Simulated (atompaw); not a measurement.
# Yb: the cost of one run

The numbers are computed with atompaw 4.2.0.5 (PBE, scalar-relativistic, spin-unpolarised reference atom).

## (1) Starting point

Typed settings, in words:

| Property | Result |
| --- | --- |
| element | ytterbium (Yb, Z = 70) |
| type | PAW |
| frozen core | [Kr] 4d10 |
| valence charge | 24 |
| reference configuration | 4f14 5s2 5p6 5d0 6s2 6p0 |
| partial waves | 5s (bound); 6s (bound); 5p (bound); 6p (bound, empty); 5d (bound, empty); 5d channel at 2.15 Ry; 4f (bound); 4f channel at 0.35 Ry |
| local potential | vpsmatchnc scheme with l = 4 at 0.5 Ry, radius 2.25 bohr |
| core correction | smooth core density matched at 2.95 bohr |
| augmentation charge | besselshape compensation charge, radius 2.95 bohr; PAW radius 3.00 bohr; waves and projectors: bloechl |

## (2) Generating the potential

The input, Yb.input:

```
Yb 70
GGA-PBE scalarrelativistic loggrid 2001 logderivrange -6 5 276
6 6 5 4 0 0
6 1 0
5 2 0
0 0 0
c
c
c
c
v
v
c
c
c
v
v
c
c
v
v
3
3.00 2.95 2.25 2.95
n
n
y
2.15
n
y
0.35
n
bloechl besselshape
4 0.5 vpsmatchnc
PWSCFOUT
UPFDX 0.0125d0 UPFXMIN -7.d0 UPFZMESH 70.d0
END
```

The run is started by

```console
$ atompaw < Yb.input > Yb.log
```

**Question.** How long does this run take on 1 thread of Intel Xeon 6975P-C, shared host?

About 34 s.
